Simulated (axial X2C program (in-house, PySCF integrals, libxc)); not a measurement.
# All-electron X2C curves of IRb⁺

Aim: find the lowest determinant of IRb⁺, scan the bond at several levels and fit the constants, once spin-free and once with spin–orbit coupling.

Method: all-electron X2C, I dyall-cv3z, Rb dyall-cv3z; program: an in-house X2C program for linear molecules on PySCF integrals.

All values are calculated.

### Step 1. Input

Contents of task.json:

```json
{"zs": [53, 37], "q": 1, "bas": ["dyall-cv3z", "dyall-cv3z"], "levels": ["PBE0", "HF", "BLYP"], "cc": true, "r0": 3.43, "thr": -2.0, "nmax": 90, "npts": 10, "nst": 2, "ntry": 6}
```

Keys: zs atomic numbers; q charge; bas basis sets; levels methods (HF also brings MP2); cc coupled cluster on or off; r0 starting distance in Å; thr threshold in hartree for freezing inner shells (an s shell follows its p shell); nmax most natural virtual spinors; npts points asked for on the curve; nst determinants followed; ntry starts of the search.

The run is started by

```bash
> python so2c.py task.json out
```

Spin-free means the one-electron spin-free X2C Hamiltonian; two-component (2c) means X2C with spin–orbit coupling and atomic mean-field two-electron Coulomb and Gaunt terms. Basis: I dyall-cv3z contracted to [11s12p8d4f1g], Rb dyall-cv3z contracted to [12s13p8d4f1g]; Gaussian nuclei, density fitting. Masses: I 126.904 u, Rb 84.912 u.

Notation: σ, π±, δ± give the projection m of an orbital's angular momentum (0, ±1, ±2), α and β its spin, Λ and M_S the sums; ω is the projection of a spinor's total angular momentum and Ω the sum. Logs are in hartree.

The results follow Hamiltonian by Hamiltonian and level by level.

### Step 2. Which state to follow

PBE0 moves the distance from 3.430 Å to 3.763 Å and compares determinants there.

Spin-free determinants:

```tsv
ΔE (eV)	state	open shells
0.00	M_S = 1/2, Λ = 1	beyond closed shells: π+α, π+β, π-α
0.25	M_S = 1/2, Λ = 0	beyond closed shells: σα
6.49	M_S = 3/2, Λ = 0	beyond closed shells: σα, π+α, π-α
6.59	M_S = 1/2, Λ = 0	beyond closed shells: σβ, π+α, π-α
6.61	M_S = 3/2, Λ = 1	beyond closed shells: 2 × σα, π+α, π+β, π-α
7.03	M_S = 1/2, Λ = 1	beyond closed shells: 2 × σα, π+α, π+β, π-β
7.62	M_S = 1/2, Λ = 0	beyond closed shells: σα, π+β, π-α
```

Two-component determinants:

```
ΔE (eV)    state                                  open shells
   0.00  Ω = 3/2                excess of +ω over −ω: ω = 3/2
   0.22  Ω = 1/2                excess of +ω over −ω: ω = 1/2
   6.44  Ω = 5/2   excess of +ω over −ω: 2 × ω = 1/2, ω = 3/2
   6.54  Ω = 1/2  excess of +ω over −ω: 2 × ω = -1/2, ω = 3/2
   7.22  Ω = 1/2                excess of +ω over −ω: ω = 1/2
```

### Step 3. PBE0, spin-free

State followed: M_S = 1/2, Λ = 1 (beyond closed shells: π+α, π+β, π-α). The scan is laid around 3.763 Å, a first estimate of the minimum, and this SCF restarts from the orbitals of the search.

Output at 3.763 Å:

```text
spin-free X2C-1e  PBE0
basis functions 252  fitting functions 1303  grid points 5809
iter        total energy     max residual
   1     -10095.899628172     8.42e-05
   2     -10095.899628196     7.81e-05
   3     -10095.899628222     1.04e-05
   4     -10095.899628222     5.42e-06
converged
one-electron -14422.38189680  Coulomb 4334.79811352  exact exchange -69.98244916  xc functional -214.10180147  nuclear repulsion 275.76840569
```

Along the bond, energies from the lowest point:

| R (Å) | E (eV) | μ (D) | HOMO (eV) | LUMO (eV) | iterations |
| --- | --- | --- | --- | --- | --- |
| 3.424 | 0.0437 | 7.84 | -12.00 | -9.78 | 8 |
| 3.537 | 0.0147 | 8.22 | -11.89 | -9.67 | 7 |
| 3.650 | 0.0015 | 8.61 | -11.78 | -9.56 | 7 |
| 3.763 | 0.0000 | 9.00 | -11.68 | -9.46 | 4 |
| 3.895 | 0.0068 | 9.46 | -11.56 | -9.34 | 7 |
| 4.026 | 0.0199 | 9.93 | -11.45 | -9.23 | 8 |
| 4.196 | 0.0404 | 10.53 | -11.31 | -9.09 | 8 |

Dipoles are positive if Rb is the positive end and refer to the centre of mass.

Outer orbitals at the reference distance:

| symmetry | occupied | ε (eV) | atomic character |
| --- | --- | --- | --- |
| σα | yes | -23.72 | 91% I s, 6% Rb p, 2% Rb d |
| σβ | yes | -22.94 | 81% Rb p, 18% I s |
| π+β | yes | -22.89 | 100% Rb p |
| π+α | yes | -22.89 | 100% Rb p |
| π-α | yes | -22.89 | 100% Rb p |
| π-β | yes | -22.89 | 100% Rb p |
| σα | yes | -22.83 | 97% Rb p, 3% I s |
| σβ | yes | -22.55 | 76% I s, 21% Rb p, 2% Rb d |
| π-α | yes | -12.62 | 98% I p |
| π+α | yes | -12.62 | 98% I p |
| σα | yes | -12.30 | 94% I p, 2% Rb p |
| σβ | yes | -11.98 | 94% I p, 2% Rb p, 2% Rb d |
| π+β | yes | -11.68 | 98% I p |
| π-β | no | -9.46 | 98% I p |
| σα | no | -5.05 | 94% Rb s |
| σβ | no | -5.04 | 94% Rb s, 2% I p |
| π-α | no | -3.21 | 86% Rb p, 9% Rb d, 3% I d |

PBE0 fields in the half plane through the axis: z from -2.4 to 6.0 Å across, distance from the axis 0.15 to 2.25 Å upwards; I lies at z = 0 and Rb at z = 3.763 Å; the ELF is damped to zero where the density is low.

log10 density (e/bohr³). Ten even steps from ' ' (-5.67 ) to '@' (1.84 ):
```
..::::::------------------::::::::::::::::::::::......    
::::::------============------::::::------------::::....  
::::----==================------------========----::::....
::----====++++++++++++++======----======++++++====----::..
::--====++++++******++++++==========++++****++++====--::::
----====++++**********++++++======++++**********++==----::
----==++++****##%%##****++++====++++****####****++++==--::
--====++++**##%%@@%%##**++++++==++++**##@@@@##****++==--::
```

ELF. Ten even steps from '0' (0.00 ) to '9' (0.85 ):
```
00000112222100000000000000000
00012344544321000000000000000
00135677777653100002333210000
01357888888876200036776531000
02579987778997300379999853100
14799963335999300699999985200
15899737872799401896225996300
25899547974599402992882997310
```

Re = 3.728 Å, ωe = 59.4 cm⁻¹, ωexe = 0.538 cm⁻¹, Be = 0.02384 cm⁻¹, De = 0.206 eV, μ = 8.88 D.

### Step 4. HF, spin-free

The SCF at the reference distance of 3.763 Å:

```text
spin-free X2C-1e  HF
basis functions 252  fitting functions 1303  grid points 5809
iter        total energy     max residual
   1     -10091.745174250     3.51e-01
   2     -10091.771871687     7.00e-03
   3     -10091.772204942     3.83e-03
   4     -10091.772238889     9.51e-04
   5     -10091.772241880     1.12e-04
   6     -10091.772242164     6.35e-05
   7     -10091.772242183     1.08e-05
   8     -10091.772242184     3.09e-06
   9     -10091.772242184     1.76e-06
converged
one-electron -14421.19885431  Coulomb 4333.67977092  exact exchange -280.02156448  xc functional 0.00000000  nuclear repulsion 275.76840569
```

No constants are quoted: too few points lie around the minimum for a second fit to confirm the first.

### Step 5. BLYP, spin-free

The SCF at the reference distance of 3.763 Å:

```text
spin-free X2C-1e  BLYP
basis functions 252  fitting functions 1303  grid points 5809
iter        total energy     max residual
   1     -10096.881275310     1.50e-01
   2     -10096.888865247     4.03e-03
   3     -10096.888881539     3.08e-03
   4     -10096.888942204     3.38e-04
   5     -10096.888942321     1.48e-04
   6     -10096.888942576     4.32e-05
   7     -10096.888942580     3.03e-05
   8     -10096.888942587     3.72e-06
converged
one-electron -14421.91703157  Coulomb 4334.29738175  exact exchange 0.00000000  xc functional -285.03769845  nuclear repulsion 275.76840569
```

Re = 3.815 Å, ωe = 54.7 cm⁻¹, Be = 0.02277 cm⁻¹, De = 0.222 eV, μ = 9.07 D.

### Step 6. MP2 and beyond, spin-free

Correlated methods: 15 electrons correlated (frozen shells, counted by type: I 4 s, 3 p, 2 d; Rb 3 s, 2 p, 1 d), 311 virtual spinors in MP2, 90 natural virtuals in coupled cluster.

Output of the correlated part at 3.763 Å:

```text
correlated 15  virtual 311  natural virtual 90  E(MP2) -0.307820743  MP2 remainder -0.015219132
iter   CCSD correlation   residual
   1     -0.319814399   9.25e-02
   2     -0.326755557   2.63e-02
   3     -0.326865225   4.85e-03
   4     -0.326867110   1.03e-03
   5     -0.326864265   3.21e-04
   6     -0.326864176   1.06e-04
   7     -0.326864629   3.39e-05
   8     -0.326864589   1.00e-05
   9     -0.326864540   2.97e-06
  10     -0.326864553   9.35e-07
(T) -0.008942769  T1 0.0046  D1 0.0128  max T2 0.059
```

T1 in the output is the amplitude norm over the root of the electron number; divide by √2 for the Lee–Taylor value.

MP2: Re = 3.734 Å, ωe = 60.3 cm⁻¹, Be = 0.02377 cm⁻¹, De = 0.236 eV.

CCSD: Re = 3.769 Å, ωe = 58.1 cm⁻¹, ωexe = 0.518 cm⁻¹, Be = 0.02333 cm⁻¹, De = 0.245 eV. T1 at Re = 0.003 (Lee–Taylor, the printed value over √2).

CCSD(T): Re = 3.755 Å, ωe = 59.1 cm⁻¹, ωexe = 0.518 cm⁻¹, Be = 0.0235 cm⁻¹, De = 0.235 eV. T1 at Re = 0.003 (Lee–Taylor, the printed value over √2).

### Step 7. A higher determinant, spin-free

State: M_S = 1/2, Λ = 0 (beyond closed shells: σα).

Output at the reference distance:

```text
spin-free X2C-1e  PBE0
basis functions 252  fitting functions 1303  grid points 5809
iter        total energy     max residual
   1     -10095.890615840     5.55e-06
   2     -10095.890615840     2.60e-06
converged
one-electron -14422.07196193  Coulomb 4334.50853087  exact exchange -69.98594143  xc functional -214.10964904  nuclear repulsion 275.76840569
```

| R (Å) | E above the lowest PBE0 point (eV) |
| --- | --- |
| 3.424 | 0.299 |
| 3.537 | 0.273 |
| 3.650 | 0.255 |
| 3.763 | 0.245 |
| 3.895 | 0.238 |
| 4.026 | 0.235 |
| 4.196 | 0.234 |

No constants are quoted: the lowest point is the long end of the scan.

### Step 8. The spin-free curves together

Energy (eV) of the followed determinant, spin-free, from each level's lowest point:

| R (Å) | PBE0 | HF | MP2 | CCSD | CCSD(T) | BLYP |
| --- | --- | --- | --- | --- | --- | --- |
| 3.424 | 0.044 | 0.107 | 0.048 | 0.059 | 0.055 | 0.068 |
| 3.537 | 0.015 | 0.055 | 0.017 | 0.023 | 0.020 | 0.029 |
| 3.650 | 0.001 | 0.023 | 0.002 | 0.005 | 0.004 | 0.008 |
| 3.763 | 0.000 | 0.007 | 0.000 | 0.000 | 0.000 | 0.000 |
| 3.895 | 0.007 | 0.000 | 0.007 | 0.004 | 0.005 | 0.000 |
| 4.026 | 0.020 | 0.002 | 0.020 | 0.015 | 0.017 | 0.009 |
| 4.196 | 0.040 | 0.012 | 0.041 | 0.034 | 0.037 | 0.024 |

### Step 9. PBE0, 2c

State followed: Ω = 3/2 (excess of +ω over −ω: ω = 3/2). The scan is laid around 3.763 Å, a first estimate of the minimum, and this SCF restarts from the orbitals of the search.

Output at 3.763 Å:

```text
two-component X2C + atomic mean field  PBE0
basis functions 252  fitting functions 1303  grid points 5809
iter        total energy     max residual
   1     -10091.853376995     5.63e-05
   2     -10091.853376996     2.10e-05
   3     -10091.853377001     3.33e-06
converged
one-electron -14410.85757635  Coulomb 4332.70941462  exact exchange -69.94424109  xc functional -213.99088419  nuclear repulsion 275.76840569  atomic mean-field constant -5.53849567
```

Along the bond, energies from the lowest point:

| R (Å) | E (eV) | μ (D) | HOMO (eV) | LUMO (eV) | iterations |
| --- | --- | --- | --- | --- | --- |
| 3.424 | 0.0444 | 7.82 | -11.96 | -9.44 | 8 |
| 3.537 | 0.0150 | 8.20 | -11.85 | -9.33 | 7 |
| 3.650 | 0.0016 | 8.59 | -11.74 | -9.23 | 7 |
| 3.763 | 0.0000 | 8.98 | -11.63 | -9.12 | 3 |
| 3.895 | 0.0067 | 9.44 | -11.51 | -9.01 | 7 |
| 4.026 | 0.0199 | 9.91 | -11.39 | -8.90 | 8 |
| 4.196 | 0.0407 | 10.51 | -11.25 | -8.76 | 8 |

Dipoles are positive if Rb is the positive end and refer to the centre of mass.

Outer spinors at the reference distance:

```json
{"ω": "1/2", "occupied": "yes", "ε (eV)": "-23.67", "atomic character": "82% I s, 15% Rb p, 2% Rb d", "λ mixture": "95% σ, 5% π"}
{"ω": "-1/2", "occupied": "yes", "ε (eV)": "-23.46", "atomic character": "99% Rb p", "λ mixture": "66% π, 34% σ"}
{"ω": "1/2", "occupied": "yes", "ε (eV)": "-23.43", "atomic character": "89% Rb p, 11% I s", "λ mixture": "65% π, 35% σ"}
{"ω": "-1/2", "occupied": "yes", "ε (eV)": "-22.71", "atomic character": "50% I s, 48% Rb p", "λ mixture": "80% σ, 20% π"}
{"ω": "3/2", "occupied": "yes", "ε (eV)": "-22.58", "atomic character": "100% Rb p", "λ mixture": "100% π"}
{"ω": "-3/2", "occupied": "yes", "ε (eV)": "-22.58", "atomic character": "100% Rb p", "λ mixture": "100% π"}
{"ω": "1/2", "occupied": "yes", "ε (eV)": "-22.55", "atomic character": "98% Rb p", "λ mixture": "70% σ, 30% π"}
{"ω": "-1/2", "occupied": "yes", "ε (eV)": "-22.45", "atomic character": "56% Rb p, 43% I s", "λ mixture": "86% σ, 14% π"}
{"ω": "-1/2", "occupied": "yes", "ε (eV)": "-13.13", "atomic character": "98% I p", "λ mixture": "86% π, 14% σ"}
{"ω": "1/2", "occupied": "yes", "ε (eV)": "-12.63", "atomic character": "96% I p", "λ mixture": "64% σ, 36% π"}
{"ω": "3/2", "occupied": "yes", "ε (eV)": "-12.24", "atomic character": "98% I p", "λ mixture": "100% π"}
{"ω": "-1/2", "occupied": "yes", "ε (eV)": "-11.75", "atomic character": "94% I p, 2% Rb p, 2% Rb d", "λ mixture": "86% σ, 14% π"}
{"ω": "1/2", "occupied": "yes", "ε (eV)": "-11.63", "atomic character": "96% I p", "λ mixture": "64% π, 36% σ"}
{"ω": "-3/2", "occupied": "no", "ε (eV)": "-9.12", "atomic character": "97% I p", "λ mixture": "100% π"}
{"ω": "1/2", "occupied": "no", "ε (eV)": "-5.05", "atomic character": "94% Rb s, 2% I p", "λ mixture": "100% σ"}
{"ω": "-1/2", "occupied": "no", "ε (eV)": "-5.03", "atomic character": "94% Rb s, 2% I p", "λ mixture": "100% σ"}
{"ω": "-1/2", "occupied": "no", "ε (eV)": "-3.24", "atomic character": "86% Rb p, 9% Rb d, 3% I d", "λ mixture": "99% π, 1% σ"}
```

PBE0 fields in the half plane through the axis: z from -2.4 to 6.0 Å across, distance from the axis 0.15 to 2.25 Å upwards; I lies at z = 0 and Rb at z = 3.763 Å; the ELF is damped to zero where the density is low.

log10 density (e/bohr³). Ten even steps from '0' (-5.66 ) to '9' (1.84 ):
```
12223333333332222222222211100
22233344444433322233333322110
22334444444443333334444332211
23344555555544433444555443221
23445556665554444455565544322
33445566666555444556666654332
33455667876655445566776655432
34455678987655545567997665432
```

ELF. Ten even steps from '0' (0.00 ) to '9' (0.85 ):
```
00000112221100000000000000000
00012344544321000000000000000
00135677777653100002333210000
01357888888876200036776531000
02579987778997300379999853100
14799963335999300699999985200
25899737873799401896225996300
25899547974599402992882997310
```

Re = 3.729 Å, ωe = 59.5 cm⁻¹, ωexe = 0.532 cm⁻¹, Be = 0.02382 cm⁻¹, De = 0.252 eV, μ = 8.86 D.

### Step 10. HF, 2c

Output at 3.763 Å:

```text
two-component X2C + atomic mean field  HF
basis functions 252  fitting functions 1303  grid points 5809
iter        total energy     max residual
   1     -10087.695216086     4.09e-01
   2     -10087.721873829     6.98e-03
   3     -10087.722207088     4.48e-03
   4     -10087.722241118     9.49e-04
   5     -10087.722244061     1.27e-04
   6     -10087.722244330     6.11e-05
   7     -10087.722244347     1.01e-05
   8     -10087.722244348     2.87e-06
converged
one-electron -14409.67482393  Coulomb 4331.59114971  exact exchange -279.86848014  xc functional 0.00000000  nuclear repulsion 275.76840569  atomic mean-field constant -5.53849567
```

No constants are quoted: too few points lie around the minimum for a second fit to confirm the first.

### Step 11. BLYP, 2c

The SCF at the reference distance of 3.763 Å:

```text
two-component X2C + atomic mean field  BLYP
basis functions 252  fitting functions 1303  grid points 5809
iter        total energy     max residual
   1     -10092.836246152     1.70e-01
   2     -10092.843829266     4.04e-03
   3     -10092.843845792     3.08e-03
   4     -10092.843906726     3.40e-04
   5     -10092.843906846     1.48e-04
   6     -10092.843907114     4.33e-05
   7     -10092.843907118     2.96e-05
   8     -10092.843907126     3.77e-06
converged
one-electron -14410.39217213  Coulomb 4332.20820831  exact exchange 0.00000000  xc functional -284.88985332  nuclear repulsion 275.76840569  atomic mean-field constant -5.53849567
```

Re = 3.817 Å, ωe = 54.8 cm⁻¹, Be = 0.02275 cm⁻¹, De = 0.228 eV, μ = 9.05 D.

### Step 12. Correlated methods, 2c

Correlated methods: 15 electrons correlated (frozen shells, counted by type: I 4 s, 3 p, 2 d; Rb 3 s, 2 p, 1 d), 311 virtual spinors in MP2, 90 natural virtuals in coupled cluster.

Output of the correlated part at 3.763 Å:

```text
correlated 15  virtual 311  natural virtual 90  E(MP2) -0.307117421  MP2 remainder -0.015208265
iter   CCSD correlation   residual
   1     -0.319030455   9.17e-02
   2     -0.325894279   2.57e-02
   3     -0.325999171   4.62e-03
   4     -0.326000643   9.52e-04
   5     -0.325997876   2.81e-04
   6     -0.325997729   8.96e-05
   7     -0.325998127   2.86e-05
   8     -0.325998111   8.30e-06
(T) -0.008857313  T1 0.0044  D1 0.0125  max T2 0.054
```

MP2: Re = 3.736 Å, ωe = 60.3 cm⁻¹, Be = 0.02375 cm⁻¹, De = 0.253 eV.

CCSD: Re = 3.771 Å, ωe = 58.2 cm⁻¹, ωexe = 0.512 cm⁻¹, Be = 0.02331 cm⁻¹, De = 0.250 eV. T1 at Re = 0.003 (Lee–Taylor, the printed value over √2).

CCSD(T): Re = 3.757 Å, ωe = 59.2 cm⁻¹, ωexe = 0.512 cm⁻¹, Be = 0.02348 cm⁻¹, De = 0.242 eV. T1 at Re = 0.003 (Lee–Taylor, the printed value over √2).

### Step 13. A higher determinant, 2c

State: Ω = 1/2 (excess of +ω over −ω: ω = 1/2).

Output at the reference distance:

```text
two-component X2C + atomic mean field  PBE0
basis functions 252  fitting functions 1303  grid points 5809
iter        total energy     max residual
   1     -10091.845334151     4.09e-05
   2     -10091.845334153     2.78e-05
   3     -10091.845334157     6.94e-07
converged
one-electron -14410.65762675  Coulomb 4332.51447084  exact exchange -69.94444316  xc functional -213.98764509  nuclear repulsion 275.76840569  atomic mean-field constant -5.53849567
```

| R (Å) | E above the lowest PBE0 point (eV) |
| --- | --- |
| 3.424 | 0.268 |
| 3.537 | 0.241 |
| 3.650 | 0.225 |
| 3.763 | 0.219 |
| 3.895 | 0.218 |
| 4.026 | 0.222 |
| 4.196 | 0.229 |

Re = 3.842 Å, ωe = 41.3 cm⁻¹, Be = 0.02245 cm⁻¹, μ = 9.50 D. Te = 0.22 eV.

### Step 14. The 2c curves together

Energy (eV) of the followed determinant, 2c, from each level's lowest point:

| R (Å) | PBE0 | HF | MP2 | CCSD | CCSD(T) | BLYP |
| --- | --- | --- | --- | --- | --- | --- |
| 3.424 | 0.044 | 0.108 | 0.049 | 0.060 | 0.056 | 0.069 |
| 3.537 | 0.015 | 0.055 | 0.017 | 0.023 | 0.021 | 0.030 |
| 3.650 | 0.002 | 0.024 | 0.003 | 0.005 | 0.004 | 0.008 |
| 3.763 | 0.000 | 0.007 | 0.000 | 0.000 | 0.000 | 0.000 |
| 3.895 | 0.007 | 0.000 | 0.007 | 0.004 | 0.005 | 0.000 |
| 4.026 | 0.020 | 0.002 | 0.020 | 0.015 | 0.017 | 0.009 |
| 4.196 | 0.041 | 0.012 | 0.041 | 0.034 | 0.037 | 0.024 |

The whole job took 3.5 min on 1 thread of INTEL XEON PLATINUM 8581C at 2.10GHz (Emerald Rapids), shared host; peak memory 1.1 GiB.

### Step 15. Constants

Lowest determinant that the search found at its distance, spin-free: M_S = 1/2, Λ = 1 (beyond closed shells: π+α, π+β, π-α).

Lowest determinant that the search found at its distance, 2c: Ω = 3/2 (excess of +ω over −ω: ω = 3/2).

```
Hamiltonian    level  Re (Å)  ωe (cm⁻¹)  De (eV)  μ (D)
  spin-free     PBE0   3.728       59.4    0.206   8.88
  spin-free      MP2   3.734       60.3    0.236    n/a
  spin-free     CCSD   3.769       58.1    0.245    n/a
  spin-free  CCSD(T)   3.755       59.1    0.235    n/a
  spin-free     BLYP   3.815       54.7    0.222   9.07
         2c     PBE0   3.729       59.5    0.252   8.86
         2c      MP2   3.736       60.3    0.253    n/a
         2c     CCSD   3.771       58.2    0.250    n/a
         2c  CCSD(T)   3.757       59.2    0.242    n/a
         2c     BLYP   3.817       54.8    0.228   9.05
```

Dipoles are positive if Rb is the positive end and refer to the centre of mass. No constants: spin-free HF (too few points lie around the minimum for a second fit to confirm the first); 2c HF (too few points lie around the minimum for a second fit to confirm the first).

Time per point (s) on 1 thread of INTEL XEON PLATINUM 8581C at 2.10GHz (Emerald Rapids), shared host (2c runs; CCSD comes with the CCSD(T) run); the times are rough: PBE0 1.1, MP2 1.4, CCSD(T) 6.9, BLYP 0.54.

In words: At CCSD(T), going from spin-free to two-component changes Re by +2 mÅ, ωe by +0.2 %; the spin-free picture holds up (part of it comes from the scalar share of the two-electron terms). De moves by +0.01 eV; both De rest on single-determinant atoms, which can miss part of an open shell's spin–orbit lowering.

De refers to I + Rb+, each in the lowest determinant found, which need not be this curve's own limit. The state is a single determinant with fixed occupations, the lowest that a limited PBE0 search found. Dissociation energies refer to the lowest single-determinant-based atoms at the same level and basis. Density functionals use the spin component along the axis (collinear). Coupled cluster ran in a truncated set of natural virtual spinors; the MP2 energy of the rest was added.
